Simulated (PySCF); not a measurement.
F2C2, in a box:

```
F C
1.0
    10.00000    0.00000    0.00000
     0.00000   10.00000    0.00000
     0.00000    0.00000   13.00000
F C
2 2
Direct
  0.48404 0.51281 0.64452
  0.51835 0.48713 0.36099
  0.49571 0.50480 0.54960
  0.50412 0.50093 0.45726
```

The cell isn't the ideal one: atoms moved at random, drawn with an rms of 0.05 Å.

Program: PySCF 2.14.0. Alike in all runs: task atomic charges; potentials or basis 6-31g* (all-electron); no spin polarisation; cell atoms moved at random, drawn with an rms of 0.05 Å; k mesh 1 × 1 × 1; smearing fixed.

Q: Order these runs on this cell by their band gap on the k mesh, lowest first.
A. level TM; three-centre integrals read from an earlier run's file
B. level PBE
C. level HSE06+D4; three-centre integrals read from an earlier run's file; three-body dispersion term yes; exxdiv ewald

A: B (6.64 eV), A (6.93 eV), C (8.67 eV).

Caveats: this is a molecule in a periodic box at the Γ point, so its band gap is the HOMO-LUMO gap; the basis of atomic orbitals isn't converged, which shifts pressures, moduli and gaps; this program's HSE differs a little from the usual definition (some runs).

